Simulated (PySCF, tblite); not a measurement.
# C₄H₈Cl₂F₂Si: geometry, infrared bands and NMR shifts

What infrared bands and NMR shifts should C₄H₈Cl₂F₂Si (`C[C@@H](C[SiH](F)F)C(Cl)Cl`) show?

Computed with tblite 0.8.0 and PySCF 2.14.0, with density-fitted response routines of our own, on a single molecule in the gas phase. Atoms count from 0, in the outputs and in this text.

## (1) Starting geometry

17 atoms, charge 0, multiplicity 1; geometry from: force field or distance geometry start.

Bonds of the start (Å): C0–C1 1.53, C1–C2 1.56, C2–Si3 1.86, Si3–F4 1.62, Si3–F5 1.59, C1–C6 1.55, C6–Cl7 1.79, C6–Cl8 1.78, C0–H9 1.09, C0–H10 1.10, C0–H11 1.09, C1–H12 1.12, C2–H13 1.10, C2–H14 1.09, Si3–H15 1.48, C6–H16 1.09.

## (2) Optimising the geometry with GFN2-xTB

Job settings and geometry (Å):

```
{"job": {"kind": "relax", "xc": "GFN2-xTB", "basis": "xTB"}, "charge": 0, "multiplicity": 1}
C     -1.733300    -0.917100    -0.231400
C     -0.593400    -0.098800     0.378100
C      0.759900    -0.649500    -0.179300
Si     2.330200    -0.091500     0.653000
F      2.204900    -0.480300     2.220900
F      2.412500     1.495200     0.523700
C     -0.766500     1.433000     0.215200
Cl    -2.247900     2.016200     1.029400
Cl    -0.790900     1.935900    -1.489800
H     -1.618200    -1.983000    -0.014700
H     -2.715300    -0.625500     0.180200
H     -1.787000    -0.800800    -1.316500
H     -0.605300    -0.313500     1.477000
H      0.831100    -0.416900    -1.254100
H      0.734900    -1.732600    -0.111900
H      3.526400    -0.735700     0.076100
H      0.050900     1.976800     0.699800
```

Started as:

```bash
OMP_NUM_THREADS=1 python probes_run.py task.json out
```

One launch serves the whole session: the jobs run in the order shown.

**Question.** This job is followed by: GFN2-xTB harmonic vibrations, gas phase; GIAO PBE0/pcSseg-1 NMR shielding, non-relativistic, gas phase. Predict these results of the whole session: strongest single infrared mode (GFN2-xTB); zero-point energy (GFN2-xTB); 13C shifts against TMS (PBE0/pcSseg-1); 1H shifts against TMS (PBE0/pcSseg-1, means over atoms taken as alike); 29Si shifts against TMS (PBE0/pcSseg-1); 19F shifts against CFCl3 (PBE0/pcSseg-1); 35Cl shifts against HCl (PBE0/pcSseg-1); surface potential, 1st and 99th percentile.

**Answer**, as computed:

| quantity | value |
| --- | --- |
| strongest single infrared mode (GFN2-xTB) | 873 cm⁻¹, 260 km/mol |
| zero-point energy (GFN2-xTB) | 72.8 kcal/mol |
| 13C shifts against TMS (PBE0/pcSseg-1) | 91.6, 41.5, 23.9, 18.6 ppm |
| 1H shifts against TMS (PBE0/pcSseg-1, means over atoms taken as alike) | 6.26, 5.02, 2.42, 1.34, 1.18, 0.61 ppm |
| 29Si shifts against TMS (PBE0/pcSseg-1) | -2.9 ppm |
| 19F shifts against CFCl3 (PBE0/pcSseg-1) | -157.4, -162.9 ppm |
| 35Cl shifts against HCl (PBE0/pcSseg-1) | 273, 200 ppm |
| surface potential, 1st and 99th percentile | -0.81 V and 1.82 V |

In words: Over 68 steps the energy fell by 0.180 eV; of the close pairs, Si3–H15 changed most, 1.476 to 1.441 Å. No mode is imaginary among the 45: a minimum at this level. The strongest single mode, at 873 cm⁻¹, moves mainly Si3 and F4. GFN2-xTB is a fitted tight-binding method: band positions and strengths are rough. Its intensities can rank the bands wrongly. C6 stands next to heavy halogen, whose spin-orbit shielding this run leaves out, so the computed shift lies too far downfield, most of all for carbon beside Br or I. H16 (hydrogen on an sp3 CH bonded to 2 Cl) lies farthest downfield among hydrogen, at 6.26 ppm; its carbon carries Cl, which withdraws density. At PBE0/pcSseg-1: Shielding is most anisotropic at Cl7 (span 655 ppm, paramagnetic term -470 ppm).
